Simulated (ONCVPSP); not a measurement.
# F: the cost of one run

Program: ONCVPSP 4.0.1.1 (patched build). Reference atom: PBEsol, scalar-relativistic, spherical and spin-unpolarised. All values are calculated.

## 1. Starting point

Typed settings, in words:

| Property | Result |
| --- | --- |
| element | fluorine (F, Z = 9) |
| type | optimised norm-conserving Vanderbilt (ONCV) |
| frozen core | [He] |
| valence charge | 7 |
| reference configuration | 2s2 2p5 |
| partial waves | 2s: rc 0.85 bohr, ncon 3, nbas 6, qcut 8.3 1/bohr, 2 projectors, debl 1.4 Ha; 2p: rc 1.05 bohr, ncon 4, nbas 8, qcut 16.4 1/bohr, 3 projectors, debl 2.1 Ha; d scattering state at 0.06 Ha: rc 0.85 bohr, ncon 3, nbas 7, qcut 10.9 1/bohr, 3 projectors, debl 0.7 Ha |
| local potential | polynomial inside 0.70 bohr (lpopt 5, dvloc0 0 Ha) |
| core correction | Teter function, fcfact 5.75, rcfact 1.2 |

## 2. The generation run

Contents of F.dat:

```
# ATOM AND REFERENCE CONFIGURATION
# atsym  z   nc   nv     iexc    psfile
  F 9.00    1    2  -116133      upf
#
#   n    l    f
    1    0    2.00
    2    0    2.00
    2    1    5.00
#
# PSEUDOPOTENTIAL AND OPTIMIZATION
# lmax
    2
#
#   l,   rc,      ep,       ncon, nbas, qcut
    0    0.85    0.00    3    6    8.30
    1    1.05    0.00    4    8   16.40
    2    0.85    0.06    3    7   10.90
#
# LOCAL POTENTIAL
# lloc, lpopt,  rc(5),   dvloc0
    4    5    0.70    0.00
#
# VANDERBILT-KLEINMAN-BYLANDER PROJECTORs
# l, nproj, debl
    0    2    1.40
    1    3    2.10
    2    3    0.70
#
# MODEL CORE CHARGE
# icmod, fcfact, rcfact
    3    5.75    1.20
#
# LOG DERIVATIVE ANALYSIS
# epsh1, epsh2, depsh
   -3.00    5.00    0.02
#
# OUTPUT GRID
# rlmax, drl
    6.00    0.01
#
# TEST CONFIGURATIONS
# ncnf
    4
# nvcnf
#   n    l    f
    2
    2    0    2.00
    2    1    4.00
#
    2
    2    0    2.00
    2    1    3.00
#
    2
    2    0    2.00
    2    1    2.00
#
    2
    2    0    2.00
    2    1    1.00
#
```

Run with:

```bash
$ oncvpsp.x < F.dat > F.out
```

**Question.** How long does this run take on 1 thread of Neoverse-V1, shared host?

About 5.9 s.
